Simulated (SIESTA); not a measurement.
BaTaO3 under changes of volume

One of the cells (14.380 Å³/atom); the others are scaled copies at fixed shape and fractional positions:

```
CELL_PARAMETERS angstrom
4.15820 0.00000 0.00000
0.00000 4.15820 0.00000
0.00000 0.00000 4.15820
ATOMIC_POSITIONS crystal
Ta 0.50000 0.50000 0.50000
Ba 0.00000 0.00000 0.00000
O 0.50000 0.50000 0.00000
O 0.50000 0.00000 0.50000
O 0.00000 0.50000 0.50000
```

The cell comes from a database or a generator and needn't be the stable form of this composition.

- Program: SIESTA 5.4.2
- Functional: PBEsol
- Potentials or basis: PseudoDojo 0.4 standard (PBEsol files)
- Basis: DZP (energy shift 0.003 Ry; two zetas on semicore shells; d shell added on Ba)
- Grid cutoff: 800 Ry
- Energy shift: 0.003 Ry
- k mesh: 7 × 7 × 7
- Occupations: fermi-dirac, width 0.05 eV
- Spin: no spin polarisation

```tsv
volume (Å³/atom)	energy over the lowest point (meV/atom)	pressure (GPa)
13.252	7.55	6.6
13.534	0.00	2.1
13.816	0.00	-2.0
14.380	19.59	-8.8
14.662	?	?
14.944	60.43	-14.2
```

Problem. What does the run at 14.662 Å³/atom give?

Solution. Energy over the lowest point 37.64 meV/atom; pressure -11.6 GPa.

Worked out: A Birch-Murnaghan fit of order 3 (a polynomial in V^(-2/3)) to the other rows has its minimum at 13.67 Å³/atom with B0 = V·E''(V) = 197 GPa and B' = 4.8. It gives 37.66 meV/atom at 14.662 Å³/atom, against the run's 37.64, and -dE/dV = -11.7 GPa, against -11.6.

Energies are extrapolated to zero smearing.

Caveats: this set's barium file shifts pressures by up to 1 GPa against other sets; short orbitals over semicore shells can move pressures by several GPa; the basis of atomic orbitals isn't converged, which shifts pressures, moduli and gaps; an odd number of electrons without spin polarisation forces a metal; a magnetic or distorted state may lie lower.
